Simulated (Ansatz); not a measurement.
Set up this calculation in Ansatz 0.2.0, as the native input.

```
Task                : single point
Functional          : PBE
Potentials or basis : Ansatz PAW
Cutoff              : 420 eV (not typed: the program's choice for these potentials)
k mesh              : 7 × 7 × 7
Occupations         : fermi-dirac, width 0.05 eV
Spin                : collinear spin, ferromagnetic start
Starting moments    : [1.8, 0.0] μB
Fixed moment        : 1.8 μB
```

The system is GdO.

```
CELL_PARAMETERS angstrom
0.00000 2.70000 2.70000
2.70000 0.00000 2.70000
2.70000 2.70000 0.00000
ATOMIC_POSITIONS crystal
Gd 0.00000 0.00000 0.00000
O 0.75000 0.75000 0.75000
```

These files were run (other wordings do the same):

input.yaml

```yaml
crystal:
  lattice:
    - [0.0, 2.7, 2.7]
    - [2.7, 0.0, 2.7]
    - [2.7, 2.7, 0.0]
  atoms:
    - { symbol: Gd, position: [0.0, 0.0, 0.0], spin: 1.8 }
    - { symbol: O, position: [0.75, 0.75, 0.75] }
hamiltonian:
  xc: pbe
  pseudopotentials: { kind: paw }
magnetization:
  spin_polarized: true
  initial_magnetization: 1.8
  spin_locking: { lock_magnetization: hard }
kpoints:
  mp_grid: { grid: [7, 7, 7] }
scf:
  occupations: { method: fermi_dirac, width: 0.05 }
  lower_state_search: "off"
output:
  forces: true
  stress: true
  eigenvalues: true
```

Potentials or basis: Ansatz PAW.

Command:

```sh
$ ansatz run input.yaml --threads 2 --pin off --max-ram 5632MiB --backend cpu --events-out ev --progress --plain --runs-dir out
```

It gave:

```
Pressure        : -1.8 GPa
Net moment      : 1.80 μB per cell
Absolute moment : 2.86 μB per cell
Site moments    : Gd +2.09; O +0.00 μB
```

Caveat: the pressure holds a Pulay correction of +0.3 GPa for the finite cutoff; spin-orbit coupling is left out, which moves the levels of the heavy elements; the total moment is fixed, so each spin has its own Fermi level; a cell with one magnetic atom can't hold antiferromagnetic order, which such compounds often take; without U or exact exchange the open f shell lies at the Fermi level, which spoils levels, moments and volumes; the thresholds are loose for stress.

It took 5.1 s on 2 threads of Arm Neoverse V1, on a shared host, peak memory 0.31 GiB.
